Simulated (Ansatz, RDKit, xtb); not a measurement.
# Isomers of C4H6F4S, a sample narrowed down

Which of a sample of isomers of C4H6F4S is the most stable in the gas at 298.15 K, and what are its properties? The sample is small against all isomers, and the most stable one of this formula need not be in it.

The funnel: GFN2-xTB relaxations, single points with a density functional, relaxations at PBE0-D3(BJ)/def2-SVP, harmonic vibrations (at GFN2-xTB), and a last energy at a higher level. All values are calculated.

## 1. Possible bonding patterns

Isomers were taken from a list of plausible structures; this is a sample, not all of them. That gives 4 candidates.

```
label               SMILES     spin
 c251  C[C@H](F)SCC(F)(F)F  singlet
 c465  F[C@H](CCS)C(F)(F)F  singlet
 c597        FCCCSC(F)(F)F  singlet
 c877        FCSCCC(F)(F)F  singlet
```

Candidates are built by distance geometry, with a force field where one applies, in up to four conformers (letters a to d).

Q: Predict the outcome of this search (final energies at CCSD(T)/def2-SVP + MP2/def2-TZVPP - MP2/def2-SVP).

| quantity | value |
| --- | --- |
| lowest structure found | C[C@H](F)SCC(F)(F)F, singlet |
| next finalist | FCSCCC(F)(F)F, singlet, 2.1 kcal/mol higher in G |
| share at equilibrium, among the finalists | 94.5 % |

The search ends on `C[C@H](F)SCC(F)(F)F`. The margin, 2.1 kcal/mol, is modest. HF/STO-3G, r2SCAN-D4/def2-SVP, PBE0-D3(BJ)/def2-SVP and MP2/def2-SVP already put its bonding pattern lowest among the structures in one piece; GFN2-xTB favours the singlet FCSCCC(F)(F)F; HF/def2-SVP favours the singlet F[C@H](CCS)C(F)(F)F. 8 minima inside the window were never screened. Lowest found is not proven lowest: the search is finite, and each finalist counts with one conformer. Only 4 drawn patterns were tried, so whole families of isomers are missing, and the result ranks this sample alone.
